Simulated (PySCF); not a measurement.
**A diatomic session: GaCl**

One job finds the state of GaCl, follows it along the bond with each method and fits the curves.

Method: Ga def2-TZVPP, Cl def2-TZVPP, no relativity; program: PySCF 2.14.0.

**1. The job**

A driver script around PySCF takes these settings:

```
atoms                         : Ga, Cl
charge                        : 0
basis                         : Ga def2-TZVPP, Cl def2-TZVPP
Hamiltonian                   : no relativity
basis functions               : 90
electrons treated             : 48
masses in u                   : 68.9256, 34.9689
levels                        : PBE0, PBE, r²SCAN, LDA, B3LYP, M06-L, r²SCANh, ωB97X-V, HF, MP2, SCS-MP2, CCSD, CCSD(T)
grid                          : 80 radial by 434 angular points
occupations                   : held fixed by the projection of orbital angular momentum
dissociation limit            : Ga + Cl, each in its ground configuration
starting distance in angstrom : 2.175
values of 2S to try           : 0, 2
```

After this run come: PBE0 along the bond; Other states along the same grid; PBE; r²SCAN; LDA (local density); B3LYP; M06-L; r²SCANh; ωB97X-V (range-separated hybrid); RHF; Adding correlation.

**Question.** What will these runs give? Wanted: for each run, Re; ωe; De; μ.

**Answer**, as computed:

Lowest PBE0 solution found, without spin–orbit coupling: ¹Σ⁺ (singlet), closed shell. State 2 has its PBE0 minimum 3.43 eV higher. The other levels ran on the lowest alone.

| level | Re (Å) | ωe (cm⁻¹) | De (eV) | μ (D) |
| --- | --- | --- | --- | --- |
| RHF | 2.229 | 364 | 3.63 | -2.51 |
| RHF-MP2 | 2.204 | 379 | 4.95 | n/a |
| RHF-SCS-MP2 | 2.213 | 374 | 4.80 | n/a |
| RHF-CCSD | 2.211 | 376 | 4.62 | n/a |
| RHF-CCSD(T) | 2.211 | 377 | 4.75 | n/a |
| LDA | 2.191 | 376 | 5.59 | -2.08 |
| PBE | 2.235 | 354 | 4.97 | -2.34 |
| r²SCAN | 2.208 | 372 | 4.95 | -2.16 |
| M06-L | 2.226 | 358 | 5.12 | -2.47 |
| r²SCANh | 2.205 | 374 | 4.89 | -2.19 |
| B3LYP | 2.239 | 352 | 4.75 | -2.56 |
| PBE0 | 2.216 | 367 | 4.84 | -2.35 |
| ωB97X-V | 2.210 | 372 | 4.91 | -2.36 |

De is counted to Ga + Cl in their ground configurations. A positive dipole means Ga(−)Cl(+).

Differences from CCSD(T) in the same basis:

| level | Re (mÅ) | ωe (%) |
| --- | --- | --- |
| RHF | +18 | -3.5 |
| RHF-MP2 | -7 | +0.7 |
| RHF-SCS-MP2 | +2 | -0.7 |
| RHF-CCSD | 0 | -0.1 |
| LDA | -20 | -0.3 |
| PBE | +24 | -6.0 |
| r²SCAN | -3 | -1.4 |
| M06-L | +15 | -5.0 |
| r²SCANh | -6 | -0.8 |
| B3LYP | +28 | -6.4 |
| PBE0 | +5 | -2.7 |
| ωB97X-V | -2 | -1.2 |

In words: Judged by CCSD(T) in the same basis: best bond length RHF-CCSD (0 mÅ), worst B3LYP (+28 mÅ); best wavenumber RHF-CCSD (-0.1 %), worst B3LYP (-6.4 %). Among the levels with a De in the table, it runs from 3.63 eV (RHF) to 5.59 eV (LDA).

Correlated steps freeze 14 core orbitals.
